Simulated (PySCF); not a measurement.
# Au2H4O3 (Au2(O)1(H2O)2): the cost of one run

Program: PySCF 2.14.0. Level of theory: several levels, as the steps say, no spin–orbit coupling. These are calculated values, not measurements.

3 further runs of the same task are left out: 2 for a known fault of the program, 1 that didn't finish.

## 1. Starting geometry

9 atoms, charge 0, spin multiplicity 1.

Bond lengths: Au1–O3 1.914 Å, Au1–O4 2.147 Å, Au2–O3 1.914 Å, Au2–O7 2.147 Å, O4–H5 0.977 Å, O4–H6 0.977 Å, O7–H8 0.977 Å, O7–H9 0.977 Å. Angles: O3–Au1–O4 179.2°, O3–Au2–O7 179.2°, Au1–O3–Au2 180.0°, Au1–O4–H5 108.2°, Au1–O4–H6 108.2°, H5–O4–H6 105.3°, Au2–O7–H8 108.2°, Au2–O7–H9 108.2°, H8–O7–H9 105.3°.

As a file:

```xyz
9

Au    0.0000   -0.0706    1.9131
Au    0.0000    0.0706   -1.9131
O     0.0000    0.0000    0.0000
O     0.0000   -0.1781    4.0577
H     0.7766    0.3142    4.3886
H    -0.7766    0.3142    4.3886
O     0.0000    0.1781   -4.0577
H     0.7766   -0.3142   -4.3886
H    -0.7766   -0.3142   -4.3886
```

Formal oxidation states: Au +1. An earlier session relaxed this geometry at TPSS, Au def2-SVP with ECP60, O def2-SVP, H def2-SVP (singlet, point group C2h).

At TPSS on the finer grid: E = -499.293629 Eh, HOMO -3.38 eV, LUMO -1.89 eV, Mulliken charge on Au1 +0.06 e, largest force component 0.024 eV/Å. 

Levels to run: TPSSh; r2SCAN; BLYP; BP86; TPSS, TZVP; TPSS, x2c-SVP. Hardware: 2 threads of Arm Neoverse V1, shared host.

## 2. TPSSh

run.py (the lines that set the calculation) reads:

```python
mol = gto.M(atom='''
Au     0.00000    -0.07056     1.91309
Au     0.00000     0.07056    -1.91309
O      0.00000     0.00000     0.00000
O      0.00000    -0.17811     4.05771
H      0.77663     0.31419     4.38864
H     -0.77663     0.31419     4.38864
O      0.00000     0.17811    -4.05771
H      0.77663    -0.31419    -4.38864
H     -0.77663    -0.31419    -4.38864''',
    basis={'Au': 'def2-SVP', 'O': 'def2-SVP', 'H': 'def2-SVP'},
    ecp={'Au': 'def2-SVP'},
    charge=0, spin=0)
mf = dft.RKS(mol, xc='TPSSH')
mf.grids.atom_grid = (75, 302)
mf = mf.density_fit()  # fitting sets: Au def2-universal-JKFIT, O def2-universal-JKFIT, H def2-universal-JKFIT
mf.conv_tol = 1e-08; mf.max_cycle = 55
mf.kernel(dm0)  # dm0: the density of the relaxed state
```

Command:

```console
OMP_NUM_THREADS=2 python run.py
```

**Question.** How long does this run take on 2 threads of Arm Neoverse V1, shared host?

About 12 s.
